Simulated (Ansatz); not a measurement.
# C3H2F6: basis-set convergence

An exercise on one series of results from a longer session: the logs are not shown, and one member is left open.

Method: one geometry, several basis sets; program: Ansatz 0.2.0, Gaussian basis.

Levels to be run: PBE0-D4/def2-SVP; ωB97M-V/def2-SVP; PBE0-D4/def2-QZVPP; ωB97M-V/def2-QZVPP; the functionals' def2-TZVPP values are taken from earlier runs.

**Structure used throughout**

All runs share one geometry, relaxed beforehand with PBE0-D4 in a triple-zeta def2 set.

SMILES `FC(F)(F)CC(F)(F)F`, 11 atoms, charge 0, spin multiplicity 1.

Atoms are counted from 1 here; the program's logs count them from 0.

Bond lengths: F1–C2 1.333 Å, C2–F3 1.333 Å, C2–F4 1.340 Å, C2–C5 1.513 Å, C5–C6 1.512 Å, C5–H10 1.090 Å, C5–H11 1.090 Å, C6–F7 1.339 Å, C6–F8 1.333 Å, C6–F9 1.333 Å. Angles: F1–C2–F3 107.8°, F1–C2–F4 107.5°, F1–C2–C5 112.4°, F3–C2–F4 107.5°, F3–C2–C5 112.4°, F4–C2–C5 109.0°, C2–C5–C6 115.9°, C2–C5–H10 108.0°, C2–C5–H11 108.0°, C6–C5–H10 108.0°, C6–C5–H11 108.0°, H10–C5–H11 108.6°, C5–C6–F7 109.0°, C5–C6–F8 112.4°, C5–C6–F9 112.4°, F7–C6–F8 107.5°, F7–C6–F9 107.5°, F8–C6–F9 107.8°.

The first run:

File in.yaml:

```yaml
crystal:
  periodic: [false, false, false]
  atoms:
    - {symbol: F, position_ang: [-0.024296, -2.005652, -0.270893]}
    - {symbol: C, position_ang: [0.744602, -0.942558, -0.508752]}
    - {symbol: F, position_ang: [1.744044, -0.956680, 0.373672]}
    - {symbol: F, position_ang: [1.280515, -1.097857, -1.726550]}
    - {symbol: C, position_ang: [-0.036307, 0.352373, -0.475567]}
    - {symbol: C, position_ang: [-0.703774, 0.687212, 0.839736]}
    - {symbol: F, position_ang: [-1.357495, 1.849585, 0.714069]}
    - {symbol: F, position_ang: [-1.593481, -0.235192, 1.207808]}
    - {symbol: F, position_ang: [0.173892, 0.826666, 1.833818]}
    - {symbol: H, position_ang: [-0.809102, 0.299902, -1.242788]}
    - {symbol: H, position_ang: [0.646602, 1.165101, -0.723954]}
basis:
  gaussian: {orbitals: def2-SVP}
hamiltonian: {xc: pbe0, dispersion: d4}
output: {orbitals: {seedname: orbitals}}
```

Command:

```
$ ansatz run in.yaml --threads 2 --pin off --events-out ev --progress --plain --max-ram 32768MiB --backend cpu
```

Steps of the session up to this table: PBE0-D4 in def2-SVP; ωB97M-V in def2-SVP; PBE0-D4 in def2-QZVPP; ωB97M-V in def2-QZVPP.

One of the session's tables, all rows but one given; the rest of the session is left out.

It belongs to the step «Functionals by basis». 

| functional | basis | HOMO (eV) | LUMO (eV) |
| --- | --- | --- | --- |
| PBE0-D4 | def2-SVP | -11.10 | 1.73 |
| PBE0-D4 | def2-TZVPP | -11.21 | 1.15 |
| PBE0-D4 | def2-QZVPP | -11.25 | 0.70 |
| ωB97M-V | def2-SVP | -13.47 | 3.42 |
| ωB97M-V | def2-TZVPP | -13.61 | 2.59 |
| ωB97M-V | def2-QZVPP | ? | ? |

**Question.** Estimate the row for ωB97M-V, def2-QZVPP.

**Answer.** HOMO (eV): -13.65; LUMO (eV): 1.87. In the column «HOMO (eV)» it is the lowest.
